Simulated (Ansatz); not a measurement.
**C2H2ClSi+ (SMILES [SiH+]=C=CCl): one structure at several levels**

How do the functionals fare away from a minimum? The structure is a structure displaced at random from a GFN2-xTB minimum.

The runs use Ansatz 0.2.0, Gaussian basis; single points in def2-TZVPP.

Cores are frozen in the correlated methods.

## (1) The starting structure

SMILES `[SiH+]=C=CCl`, 6 atoms, charge 1, spin multiplicity 1.

Atoms are counted from 1 here; the program's logs count them from 0.

Bond lengths: Si1–C2 1.870 Å, Si1–H5 1.520 Å, C2–C3 1.379 Å, C3–Cl4 1.748 Å, C3–H6 1.191 Å. Angles: C2–Si1–H5 166.0°, Si1–C2–C3 144.8°, C2–C3–Cl4 127.6°, C2–C3–H6 119.3°, Cl4–C3–H6 113.1°.

Coordinates:

```xyz
6
charge 1, multiplicity 1
Si   -0.70130    1.32800   -1.06520
C     0.35250    0.39830    0.16850
C     0.54450   -0.81350    0.79910
Cl   -0.45810   -2.24140    0.69300
H    -1.30860    2.35200   -2.01070
H     1.46810   -0.94610    1.53920
```

## (2) CCSD(T)/def2-TZVPP

run/in.yaml reads:

```yaml
crystal:
  periodic: [false, false, false]
  atoms:
    - {symbol: Si, position_ang: [-0.701300, 1.328000, -1.065200]}
    - {symbol: C, position_ang: [0.352500, 0.398300, 0.168500]}
    - {symbol: C, position_ang: [0.544500, -0.813500, 0.799100]}
    - {symbol: Cl, position_ang: [-0.458100, -2.241400, 0.693000]}
    - {symbol: H, position_ang: [-1.308600, 2.352000, -2.010700]}
    - {symbol: H, position_ang: [1.468100, -0.946100, 1.539200]}
basis:
  gaussian: {orbitals: def2-TZVPP}
total_charge: 1
correlation: {method: ccsd_t}
output: {forces: true}
```

No record of the launch command was kept for these runs.

## (3) PBE0-D4/def2-TZVPP

run/in.yaml, as its differences from that of step 2:

```diff
@@ -12,3 +12,3 @@
 total_charge: 1
-correlation: {method: ccsd_t}
-output: {forces: true}
+hamiltonian: {xc: pbe0, dispersion: d4}
+output: {forces: true, orbitals: {seedname: orbitals}}
```

## (4) wB97M-V/def2-TZVPP

run/in.yaml, as its differences from that of step 3:

```diff
@@ -12,3 +12,3 @@
 total_charge: 1
-hamiltonian: {xc: pbe0, dispersion: d4}
-output: {forces: true, orbitals: {seedname: orbitals}}
+hamiltonian: {xc: {name: wB97M-V}}
+output: {forces: true}
```

## (5) r2SCAN-D4/def2-TZVPP

run/in.yaml, as its differences from that of step 4:

```diff
@@ -12,3 +12,3 @@
 total_charge: 1
-hamiltonian: {xc: {name: wB97M-V}}
+hamiltonian: {xc: r2scan, dispersion: d4}
 output: {forces: true}
```

## (6) PBE-D4/def2-TZVPP

run/in.yaml, as its differences from that of step 5:

```diff
@@ -12,3 +12,3 @@
 total_charge: 1
-hamiltonian: {xc: r2scan, dispersion: d4}
+hamiltonian: {xc: pbe, dispersion: d4}
 output: {forces: true}
```

## (7) BLYP-D4/def2-TZVPP

run/in.yaml, as its differences from that of step 6:

```diff
@@ -12,3 +12,3 @@
 total_charge: 1
-hamiltonian: {xc: pbe, dispersion: d4}
+hamiltonian: {xc: {name: BLYP}, dispersion: d4}
 output: {forces: true}
```

## (8) HSE06-D4/def2-TZVPP

run/in.yaml, as its differences from that of step 7:

```diff
@@ -12,3 +12,3 @@
 total_charge: 1
-hamiltonian: {xc: {name: BLYP}, dispersion: d4}
+hamiltonian: {xc: hse06, dispersion: d4}
 output: {forces: true}
```

(Steps that only read results are left out.)

Q: Predict the outcome of this session. Wanted: energy less free atoms, CCSD(T)/def2-TZVPP; RMS force component; RMS force error; HOMO and LUMO, PBE0-D4; T1 diagnostic.

**Answer**, as computed:

```
                                  quantity                                                                                            value
energy less free atoms, CCSD(T)/def2-TZVPP                                                                                       -11.432 eV
                       RMS force component                                                             1.357 to 1.538 eV/Å over the methods
                           RMS force error  PBE0-D4 0.284, wB97M-V 0.298, r2SCAN-D4 0.213, PBE-D4 0.188, BLYP-D4 0.209, HSE06-D4 0.277 eV/Å
                    HOMO and LUMO, PBE0-D4                                                                              -12.57 and -9.29 eV
                             T1 diagnostic                                                                                            0.029
```

**Reading.** Against CCSD(T) the functionals' energies less atoms differ by -1.916 to -0.508 eV, PBE-D4 by -1.916 eV. A larger basis would deepen the CCSD(T) value, while the functionals are nearly converged already, so the order here is not reliable. For forces PBE-D4 does best and wB97M-V worst. The T1 diagnostic is large here, over the usual mark for main-group molecules (transition-metal compounds often pass it harmlessly), so CCSD(T) itself may be off. The restricted Hartree–Fock reference is unstable towards an unrestricted one at one or more of these structures.
